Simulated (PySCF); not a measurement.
# BiH6N3 (Bi(NH2)32+): the cost of one run

The runs use PySCF 2.14.0; r2SCAN, Bi def2-SVP with ECP60, N def2-SVP, H def2-SVP; scalar-relativistic core potentials, no spin–orbit coupling.

1 further run of the same task is left out (for a known fault of the program).

## 1. Where the work starts

10 atoms, charge 2, spin multiplicity 1.

Bond lengths: Bi1–N2 2.356 Å, Bi1–N5 2.356 Å, Bi1–N8 2.356 Å, N2–H3 1.035 Å, N2–H4 1.035 Å, N5–H6 1.035 Å, N5–H7 1.035 Å, N8–H9 1.035 Å, N8–H10 1.035 Å. Angles: N2–Bi1–N5 120.0°, N2–Bi1–N8 120.0°, N5–Bi1–N8 120.0°, Bi1–N2–H3 126.3°, Bi1–N2–H4 126.3°, H3–N2–H4 107.3°, Bi1–N5–H6 126.3°, Bi1–N5–H7 126.3°, H6–N5–H7 107.3°, Bi1–N8–H9 126.3°, Bi1–N8–H10 126.3°, H9–N8–H10 107.3°.

Geometry (Å):

```xyz
10

Bi    0.0000    0.0000    0.0000
N     2.3556    0.0000    0.0000
H     2.9692    0.0000    0.8340
H     2.9692    0.0000   -0.8340
N    -1.1778    2.0400    0.0000
H    -1.4846    2.5713    0.8340
H    -1.4846    2.5713   -0.8340
N    -1.1778   -2.0401    0.0000
H    -1.4846   -2.5714    0.8340
H    -1.4846   -2.5714   -0.8340
```

Formal oxidation states: Bi +5. An earlier session relaxed this geometry at r2SCAN, Bi def2-SVP with ECP60, N def2-SVP, H def2-SVP (singlet, point group D3h).

Its energy there is -381.464325 Eh.

## 2. Atoms moved at random, σ = 0.03 Å

The input, run.py (the lines that set the calculation):

```python
mol = gto.M(atom='''
Bi    -0.01117     0.02095     0.05251
N      2.35928    -0.00915     0.02187
H      2.99769    -0.05660     0.84616
H      3.00915     0.05715    -0.87344
N     -1.11643     2.01039     0.02645
H     -1.51901     2.56831     0.81263
H     -1.50283     2.56108    -0.89924
N     -1.23278    -2.05354     0.00388
H     -1.48242    -2.58047     0.83592
H     -1.50147    -2.51813    -0.82675''',
    basis={'Bi': 'def2-SVP', 'N': 'def2-SVP', 'H': 'def2-SVP'},
    ecp={'Bi': 'def2-SVP'},
    charge=2, spin=0)
mf = dft.RKS(mol, xc='R2SCAN')
mf.grids.atom_grid = (50, 194)
mf = mf.density_fit()  # fitting sets: Bi def2-universal-JKFIT, N def2-universal-JKFIT, H def2-universal-JKFIT
mf.conv_tol = 1e-08; mf.max_cycle = 55
mf.kernel(dm0)  # dm0: the density of the relaxed state
```

Started as:

```sh
$ OMP_NUM_THREADS=2 python run.py
```

**Question.** How long does this run take on 2 threads of Arm Neoverse V1, shared host?

About 2.2 min.
